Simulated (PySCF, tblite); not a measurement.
# C10H8BF2N: excited states

Wanted: excited states for C10H8BF2N (`FB(F)C1=C/C(=C/n2cccc2)C=C1`).

Programs: tblite 0.8.0 and PySCF 2.14.0, with routines of our own; each step states its level. All values are computed. Atoms count from 0.

### Step 1. The starting structure

22 atoms, charge 0, multiplicity 1; geometry from: force field or distance geometry start.

### Step 2. Geometry optimisation with GFN2-xTB

The job: settings as JSON, then the geometry in Å.

```
{"job": {"kind": "relax", "xc": "GFN2-xTB", "basis": "xTB"}, "charge": 0, "multiplicity": 1}
F      4.960500    -0.169800    -1.734700
B      4.429300    -0.161700    -0.394300
F      5.358000    -0.224900     0.735800
C      2.891200    -0.099600    -0.140100
C      1.961600    -0.049500    -1.068800
C      0.659100    -0.007400    -0.417500
C     -0.514100     0.109500    -1.042900
N     -1.765300     0.126800    -0.342400
C     -2.842000     0.837000    -0.719400
C     -3.921800     0.538500     0.101000
C     -3.479700    -0.421200     0.985700
C     -2.157700    -0.667800     0.681900
C      0.930700    -0.028200     1.032000
C      2.254000    -0.094600     1.180900
H      2.139400    -0.025000    -2.142400
H     -0.521600     0.237300    -2.102900
H     -2.859900     1.542300    -1.544300
H     -4.915600     0.950000     0.035500
H     -4.063500    -0.903400     1.760900
H     -1.526200    -1.411700     1.158400
H      0.218500     0.046900     1.834900
H      2.754400    -0.104100     2.141800
```

On the command line:

```
$ OMP_NUM_THREADS=1 python excited_run.py task.json out
```

One launch serves the whole session: the jobs run in the order shown.

The log of the run:

```text
step      E/eV     max force
  0   -1064.72096    3.659
  1   -1065.26733    2.301
  2   -1065.47129    1.093
  3   -1065.54278    1.100
  4   -1065.58050    0.637
  5   -1065.60053    0.438
  6   -1065.61229    0.316
  7   -1065.62030    0.242
  8   -1065.62742    0.268
  9   -1065.63252    0.163
 10   -1065.63546    0.109
 11   -1065.63714    0.098
 12   -1065.63840    0.117
 13   -1065.63975    0.108
 14   -1065.64145    0.103
 15   -1065.64332    0.119
 16   -1065.64518    0.090
 17   -1065.64672    0.096
 18   -1065.64776    0.077
 19   -1065.64846    0.076
 20   -1065.64907    0.062
 21   -1065.64974    0.066
 22   -1065.65040    0.064
 23   -1065.65100    0.062
 24   -1065.65162    0.059
 25   -1065.65236    0.063
 26   -1065.65328    0.065
 27   -1065.65422    0.060
 28   -1065.65504    0.060
 29   -1065.65579    0.062
 30   -1065.65652    0.077
 31   -1065.65720    0.068
 32   -1065.65785    0.050
 33   -1065.65861    0.074
 34   -1065.65960    0.085
 35   -1065.66084    0.107
 36   -1065.66227    0.115
 37   -1065.66392    0.092
 38   -1065.66604    0.102
 39   -1065.66852    0.125
 40   -1065.67056    0.110
 41   -1065.67198    0.091
 42   -1065.67312    0.076
 43   -1065.67422    0.098
 44   -1065.67555    0.104
 45   -1065.67679    0.069
 46   -1065.67766    0.054
 47   -1065.67825    0.088
 48   -1065.67883    0.097
 49   -1065.67950    0.080
 50   -1065.68025    0.060
 51   -1065.68074    0.061
 52   -1065.68152    0.064
 53   -1065.68220    0.052
 54   -1065.68277    0.036
 55   -1065.68320    0.038
 56   -1065.68366    0.040
 57   -1065.68416    0.055
 58   -1065.68460    0.054
 59   -1065.68494    0.045
 60   -1065.68525    0.033
 61   -1065.68564    0.033
 62   -1065.68593    0.035
 63   -1065.68636    0.038
 64   -1065.68671    0.047
 65   -1065.68710    0.050
 66   -1065.68747    0.035
 67   -1065.68777    0.033
 68   -1065.68796    0.027
 69   -1065.68812    0.026
 70   -1065.68829    0.024
 71   -1065.68848    0.024
 72   -1065.68864    0.028
 73   -1065.68877    0.030
 74   -1065.68889    0.032
 75   -1065.68901    0.032
 76   -1065.68912    0.024
 77   -1065.68921    0.023
 78   -1065.68929    0.023
 79   -1065.68939    0.019
 80   -1065.68947    0.016
 81   -1065.68953    0.014
 82   -1065.68956    0.012
 83   -1065.68959    0.013
 84   -1065.68963    0.017
 85   -1065.68968    0.015
 86   -1065.68973    0.011
 87   -1065.68976    0.010
```

Run time: 0.97 s. Hardware: 1 thread of Arm Neoverse V1, shared host; peak memory 0.18 GiB.

Step by step: (not every step is listed)

```
step  energy from step 0 (eV)  largest force (eV/Å)
   0                   0.0000                3.6588
   1                  -0.5464                2.3013
   2                  -0.7503                1.0932
   3                  -0.8218                1.0997
   4                  -0.8595                0.6370
   5                  -0.8796                0.4381
   6                  -0.8913                0.3156
   7                  -0.8993                0.2421
   8                  -0.9065                0.2676
  15                  -0.9224                0.1194
  22                  -0.9294                0.0636
  29                  -0.9348                0.0618
  36                  -0.9413                0.1155
  43                  -0.9533                0.0979
  50                  -0.9593                0.0599
  57                  -0.9632                0.0552
  64                  -0.9657                0.0473
  71                  -0.9675                0.0236
  78                  -0.9683                0.0233
  82                  -0.9686                0.0116
  83                  -0.9686                0.0130
  84                  -0.9687                0.0168
  85                  -0.9687                0.0151
  86                  -0.9688                0.0110
  87                  -0.9688                0.0097
```

Distances of close pairs at the start and the end, largest changes first:

```
  bond  before (Å)  after (Å)  change (Å)
 B1–F2       1.464      1.324      -0.140
 F0–B1       1.442      1.326      -0.116
 C6–N7       1.434      1.360      -0.074
 C3–C4       1.315      1.366      +0.051
C9–C10       1.378      1.422      +0.044
 N7–C8       1.344      1.378      +0.035
 C8–C9       1.389      1.357      -0.031
 B1–C3       1.560      1.535      -0.025
```

The final coordinates are the input of the step that follows.

### Step 3. Vibrational analysis with GFN2-xTB

The job: settings as JSON, then the geometry in Å.

```
{"job": {"kind": "ir", "xc": "GFN2-xTB", "basis": "xTB"}, "charge": 0, "multiplicity": 1}
F      4.870357    -0.011379    -1.763137
B      4.441991    -0.174798    -0.518788
F      5.417027    -0.400917     0.348494
C      2.957309    -0.115320    -0.134154
C      1.900358     0.127874    -0.964955
C      0.667315     0.063218    -0.207021
C     -0.537829     0.270190    -0.797190
N     -1.793896     0.173157    -0.283628
C     -2.911615     0.627083    -0.950631
C     -4.009986     0.369960    -0.195708
C     -3.561107    -0.287619     0.982400
C     -2.208551    -0.388744     0.901101
C      1.062065    -0.220636     1.161043
C      2.405188    -0.316410     1.202418
H      1.952259     0.316322    -2.020931
H     -0.530023     0.563027    -1.842288
H     -2.822478     1.110119    -1.903673
H     -5.026147     0.607618    -0.438961
H     -4.179499    -0.644343     1.781832
H     -1.518726    -0.854637     1.571284
H      0.402476    -0.291284     2.003684
H      3.013100    -0.503096     2.067959
```

The log of the run:

```text
mode    cm-1     km/mol
  1      30.5      0.26
  2      39.6      0.49
  3      59.8      0.47
  4      81.1      0.63
  5     135.0      0.34
  6     144.5      0.15
  7     213.1      3.13
  8     249.4      1.14
  9     286.3      2.46
 10     358.8      2.16
 11     380.5      8.59
 12     438.8      9.18
 13     491.3     43.84
 14     570.0      3.26
 15     578.7     14.51
 16     587.9     21.05
 17     591.5     19.98
 18     633.9     32.96
 19     736.9     10.48
 20     747.6     31.03
 21     758.7      0.80
 22     771.6     25.01
 23     780.0      3.06
 24     811.3      9.40
 25     826.9      1.18
 26     828.1      3.16
 27     847.3      0.34
 28     856.8      3.28
 29     869.6     15.39
 30     872.1      9.69
 31     944.0     12.11
 32     985.6     79.06
 33    1074.6     66.68
 34    1080.1     74.97
 35    1082.5    106.33
 36    1105.2     24.25
 37    1115.5      0.28
 38    1147.0    147.55
 39    1195.9     31.98
 40    1232.8    251.46
 41    1242.0    156.09
 42    1265.2    291.46
 43    1299.0      0.71
 44    1339.5     20.57
 45    1341.4    418.06
 46    1381.4     29.22
 47    1437.6    144.58
 48    1474.6    732.81
 49    1519.5    201.39
 50    1570.8     53.41
 51    1573.1     38.61
 52    1639.3    451.54
 53    3034.5     10.50
 54    3143.9     19.90
 55    3144.3      9.69
 56    3160.8     33.08
 57    3163.5      3.84
 58    3171.2     18.01
 59    3181.7     30.02
 60    3211.8      6.82
```

Wall time 1.3 s (1 thread of Arm Neoverse V1, shared host); peak memory 0.18 GiB.

Which atoms move in the most intense modes:

```
cm⁻¹  km/mol                        atoms
1147   147.6  H14 24 %, H20 16 %, C5 14 %
1233   251.5                      B1 52 %
1242   156.1            B1 17 %, H15 14 %
1265   291.5            B1 30 %, H20 15 %
1341   418.1    C3 24 %, B1 17 %, C9 11 %
1475   732.8  C11 25 %, C8 21 %, C10 12 %
1520   201.4   C4 25 %, C3 23 %, C12 16 %
1639   451.5             C6 45 %, C5 41 %
```

### Step 4. Excited states: TDA wB97X-D/def2-SVP

The job, as its differences from that of step 3:

```diff
@@ -1,2 +1,2 @@
-{"job": {"kind": "ir", "xc": "GFN2-xTB", "basis": "xTB"}, "charge": 0, "multiplicity": 1}
+{"job": {"kind": "states", "xc": "wB97X-D", "basis": "def2-SVP", "tda": true, "soc": true, "nstates": 5, "ntriplets": 6, "nquad": 4}, "charge": 0, "multiplicity": 1}
 F      4.870357    -0.011379    -1.763137
```

With the program's defaults for keys left out, this is: TDA wB97X-D/def2-SVP excited states, vertical, gas phase, spin-orbit mean-field couplings.

The log of the run:

```text
coarse grid: 20144 points
cycle   1  E = -664.2931218003  dE =  3.305e+00  |g| = 8.025e-01  |ddm| = 5.692e+00
cycle   2  E = -664.2850089247  dE =  8.113e-03  |g| = 9.043e-01  |ddm| = 1.580e+00
cycle   3  E = -664.4395250278  dE = -1.545e-01  |g| = 8.745e-02  |ddm| = 8.422e-01
cycle   4  E = -664.4408603561  dE = -1.335e-03  |g| = 6.748e-02  |ddm| = 1.505e-01
cycle   5  E = -664.4418983257  dE = -1.038e-03  |g| = 9.815e-03  |ddm| = 7.837e-02
cycle   6  E = -664.4419344664  dE = -3.614e-05  |g| = 3.618e-03  |ddm| = 1.664e-02
cycle   7  E = -664.4419425455  dE = -8.079e-06  |g| = 1.633e-03  |ddm| = 9.624e-03
final grid: 200464 points
cycle   8  E = -664.5353142150  dE = -1.499e-04  |g| = 6.798e-03  |ddm| = 5.301e-02
cycle   9  E = -664.5353154438  dE = -1.229e-06  |g| = 7.217e-03  |ddm| = 1.318e-02
cycle  10  E = -664.5353250083  dE = -9.565e-06  |g| = 7.423e-04  |ddm| = 5.571e-03
cycle  11  E = -664.5353251936  dE = -1.852e-07  |g| = 5.531e-04  |ddm| = 1.643e-03
cycle  12  E = -664.5353252827  dE = -8.910e-08  |g| = 1.185e-04  |ddm| = 8.229e-04
cycle  13  E = -664.5353252950  dE = -1.238e-08  |g| = 7.131e-05  |ddm| = 3.251e-04
cycle  14  E = -664.5353252987  dE = -3.657e-09  |g| = 3.015e-05  |ddm| = 2.315e-04
cycle  15  E = -664.5353252993  dE = -5.987e-10  |g| = 8.312e-06  |ddm| = 8.014e-05
converged SCF energy = -664.5353252993

Singlet excitations
state   eV       nm        f     d(h-e)  d(exc)  Lambda  PR(NTO)  |dmu|/D   mu/D   main configurations
  1   3.5980   344.6   0.00959   1.608   3.379   0.721   1.024    4.154    0.885   H->L 0.81, H-1->L 0.16
  2   4.3246   286.7   0.05962   2.796   4.151   0.486   1.026    9.573   13.889   H-2->L 0.88, H-1->L 0.09
  3   4.5073   275.1   1.08390   0.975   3.700   0.717   1.135    3.261    7.530   H-1->L 0.69, H->L 0.15, H-2->L 0.09
  4   6.1902   200.3   0.18525   0.915   3.337   0.698   2.219    2.823    7.017   H->L+1 0.49, H-3->L 0.34
  5   6.4739   191.5   0.00094   1.349   3.326   0.458   1.037                     H-4->L 0.74, H-5->L 0.16

Triplet excitations (Tamm-Dancoff)
state   eV     d(h-e)  d(exc)  Lambda  PR(NTO)   main configurations
  1   2.3753   1.015   3.019   0.709   1.049   H->L 0.90
  2   2.6281   0.229   3.269   0.761   1.051   H-1->L 0.90
  3   3.3969   1.648   3.421   0.483   1.042   H-2->L 0.78, H-2->L+2 0.10, H-2->L+1 0.09
  4   4.6903   0.653   2.747   0.675   2.060   H->L+1 0.32, H-3->L 0.22, H->L+2 0.15
  5   5.1145   0.940   2.970   0.702   2.576   H-3->L 0.39, H->L+1 0.24, H-1->L+2 0.12
  6   5.7372   1.993   3.574   0.570   1.132   H-2->L+2 0.51, H-2->L 0.19, H-2->L+1 0.17
S1 - T1 = 1.2227 eV

Spin-orbit couplings |<S|Hso|T>| (cm-1)
             T1       T2       T3       T4       T5       T6
S0        0.403    0.456    0.584    0.416    0.536    1.153
S1        0.051    0.018    0.054    0.220    0.311    0.210
S2        0.093    0.108    0.232    0.061    0.263    0.382
S3        0.104    0.164    0.050    0.131    0.353    0.118
S4        0.456    0.669    0.222    0.183    0.086    0.135
S5        4.433    4.278    0.450    2.194    1.726    0.524
T1 sublevels (cm-1): 0.000 0.001 0.001   radiative rates (1/s): 0.00857 0.000909 0.00412
```

It took 96 s on 1 thread of Arm Neoverse V1, shared host; peak memory 1.1 GiB.

In short:

```
  quantity    value
S1 less T1  1.22 eV
```

### Step 5. What came out

| quantity | value |
| --- | --- |
| strongest single infrared mode (GFN2-xTB) | 1475 cm⁻¹, 733 km/mol |
| zero-point energy (GFN2-xTB) | 98.4 kcal/mol |
| S1 less T1 (step 4, TDA wB97X-D/def2-SVP) | 1.22 eV |

**Reading.** No mode is imaginary among the 60: a minimum at this level. The strongest single mode, at 1475 cm⁻¹, is spread over many atoms; the largest shares are those of C11, C8. GFN2-xTB is a fitted tight-binding method: band positions and strengths are rough. Its intensities can rank the bands wrongly. In step 4, the number of triplets below S1 is 3, and the largest singlet-triplet spin-orbit coupling is S5–T1, 4.43 cm⁻¹.
